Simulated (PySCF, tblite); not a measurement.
# C₅H₂ClF₃P₂: geometry, infrared bands and NMR shifts

Wanted: the infrared bands and NMR shifts of C₅H₂ClF₃P₂ (`FC(F)(F)c1ccpc(Cl)p1`), by calculation.

The runs use tblite 0.8.0 and PySCF 2.14.0, with density-fitted response routines of our own; the level of theory stands in each step. All values are computed, except where a source is named. Atoms count from 0, in the outputs and in this text.

### 1 The starting structure

13 atoms, charge 0, multiplicity 1; geometry from: force field or distance geometry start.

Bonds of the start (Å): F0–C1 1.40, C1–F2 1.39, C1–F3 1.37, C1–C4 1.50, C4–C5 1.38, C5–C6 1.38, C6–P7 1.73, P7–C8 1.74, C8–Cl9 1.73, C8–P10 1.76, P10–C4 1.73, C5–H11 1.10, C6–H12 1.08.

### 2 Optimising the geometry with GFN2-xTB

The job: settings as JSON, then the geometry in Å.

```
{"job": {"kind": "relax", "xc": "GFN2-xTB", "basis": "xTB"}, "charge": 0, "multiplicity": 1}
F     -2.313500    -0.641300     1.504600
C     -1.892900    -0.866600     0.185200
F     -1.888100    -2.248400     0.028900
F     -2.746500    -0.216700    -0.665400
C     -0.511500    -0.294200     0.059500
C     -0.385700     1.057700    -0.189500
C      0.823900     1.707300    -0.339800
P      2.395400     0.980100    -0.252900
C      2.406800    -0.732900     0.040200
Cl     3.830400    -1.713900     0.170700
P      0.798200    -1.416400     0.205600
H     -1.329500     1.613400    -0.253400
H      0.808800     2.772300    -0.511400
```

Command:

```sh
$ OMP_NUM_THREADS=1 python probes_run.py task.json out
```

The driver reads the jobs from task.json and runs them one after another.

**Question.** This job is followed by: GFN2-xTB harmonic vibrations, gas phase; GIAO PBE0/pcSseg-1 NMR shielding, non-relativistic, gas phase. Predict these results of the whole session: strongest single infrared mode (GFN2-xTB); zero-point energy (GFN2-xTB); ¹³C shifts against TMS (PBE0/pcSseg-1); ¹H shifts against TMS (PBE0/pcSseg-1); ¹⁹F shifts against CFCl3 (PBE0/pcSseg-1, means over atoms taken as alike); ³¹P shifts against H3PO4 (PBE0/pcSseg-1); ³⁵Cl shifts against HCl (PBE0/pcSseg-1).

**Answer**, as computed:

```
                                                                 quantity                                  value
                                strongest single infrared mode (GFN2-xTB)                  1028 cm⁻¹, 307 km/mol
                                             zero-point energy (GFN2-xTB)                          37.7 kcal/mol
                                   ¹³C shifts against TMS (PBE0/pcSseg-1)  224.8, 170.3, 165.7, 136.6, 135.0 ppm
                                    ¹H shifts against TMS (PBE0/pcSseg-1)                         9.40, 8.49 ppm
¹⁹F shifts against CFCl3 (PBE0/pcSseg-1, means over atoms taken as alike)                              -74.0 ppm
                                 ³¹P shifts against H3PO4 (PBE0/pcSseg-1)                       274.9, 251.0 ppm
                                  ³⁵Cl shifts against HCl (PBE0/pcSseg-1)                                361 ppm
```

**Reading.** Over 59 steps the energy fell by 1.016 eV; of the close pairs, F0–C1 changed most, 1.403 to 1.345 Å. No mode is imaginary among the 33: a minimum at this level. The strongest single mode, at 1028 cm⁻¹, moves mainly C1. Unscaled tight-binding wavenumbers are off by several per cent, some by more. Its intensities can rank the bands wrongly. NICS(1)zz of -23 ppm above the planar ring from C4 marks a diatropic (aromatic) ring current.
